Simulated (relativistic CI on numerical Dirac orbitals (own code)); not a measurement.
# Tl XXIX (Tl²⁸⁺): levels and lines

Aim: the low levels of Tl²⁸⁺, their labels and the strongest lines; further runs change one setting each.

The numbers are computed with relativistic CI on numerical Dirac orbitals (own code) version 2 (Dirac-Coulomb-Breit CI, KLI orbitals optimised for each configuration, model QED (radiative potential, 1s self-energy scaled to tabulated hydrogen-like ionisation energies)), except any that are marked as measured or tabulated.

## (1) Starting point

```
ion                       : Tl²⁸⁺ (Tl XXIX)
nuclear charge            : 81
electrons                 : 53
isotope                   : A = 205
first configuration typed : [Kr] 4d10 4f7
```

Outer shells as boxes (Hund's rule):

first configuration typed
```
[Kr] core
4d [↑↓][↑↓][↑↓][↑↓][↑↓]
4f [↑ ][↑ ][↑ ][↑ ][↑ ][↑ ][↑ ]
```

## (2) CI with the chosen configurations

Settings, as recorded:

```ini
atom Tl  Z=81  charge=28  electrons=53
nucleus A=205  rms_radius_fm=5.4759
hamiltonian dirac-coulomb  breit=on  qed=on  c_scale=1
orbitals kli  potential=per-configuration
slater_scale 1
correlation none
mixing on
configurations
  [Kr] 4d10 4f7
  [Kr] 4d10 4f6 5s
  [Kr] 4d10 4f5 5s2
  [Ar] 3d10 4s 4p6 4d10 4f8
  [Ar] 3d10 4p6 4d10 4f9
end
```

## (3) Correlation estimate p86

Changes to the settings of step 2:

```diff
@@ -5,3 +5,3 @@
 slater_scale 1
-correlation none
+correlation p86
 mixing on
```

## (4) One common potential

Changes to the settings of step 3:

```diff
@@ -3,5 +3,5 @@
 hamiltonian dirac-coulomb  breit=on  qed=on  c_scale=1
-orbitals kli  potential=per-configuration
+orbitals kli  potential=mean
 slater_scale 1
-correlation p86
+correlation none
 mixing on
```

## (5) The first configuration alone

Settings, as recorded:

```ini
atom Tl  Z=81  charge=28  electrons=53
nucleus A=205  rms_radius_fm=5.4759
hamiltonian dirac-coulomb  breit=on  qed=on  c_scale=1
orbitals kli  potential=per-configuration
slater_scale 1
correlation none
mixing on
configurations
  [Kr] 4d10 4f7
end
```

(Steps that only read results are left out.)

Before running it: what results should come out? Wanted: lowest level; first excitation; ionisation energy.

The runs gave:

| run | time | mean size of shift, levels followed (cm⁻¹) | lowest level | ionisation energy (eV) |
| --- | --- | --- | --- | --- |
| main run | 1.7 s | 0 | 4f7 8S°7/2 | 980.22 |
| correlation estimate p86 | 1.6 s | 0.1 | 4f7 8S°7/2 | 982.31 |
| one common potential | 1 s | 1134 | 4f7 8S°7/2 | - |
| the first configuration alone | 0.35 s | 36.6 | 4f7 8S°7/2 | - |

The tabulated theoretical ionisation energy (NIST) is 990 eV.

```
                                       quantity                           value
                                   lowest level                      4f7 8S°7/2
                               first excitation  4f7 [4f7/2] J=7/2°, 63205 cm⁻¹
                            levels in the model                            1875
                              ionisation energy                       980.22 eV
ionisation energy, tabulated theoretical (NIST)                          990 eV
```

What this shows: 4f7 8S°7/2 comes out lowest; its LS label holds 72 % and its jj label 34 %; over the low levels the means are 45 and 52 %, so they are in intermediate coupling. The ionisation energy agrees with the tabulated theoretical value within its uncertainty of 50 eV. The largest mover is «one common potential» (1134 cm⁻¹ on average). Lifetimes count radiative decay inside the model alone.
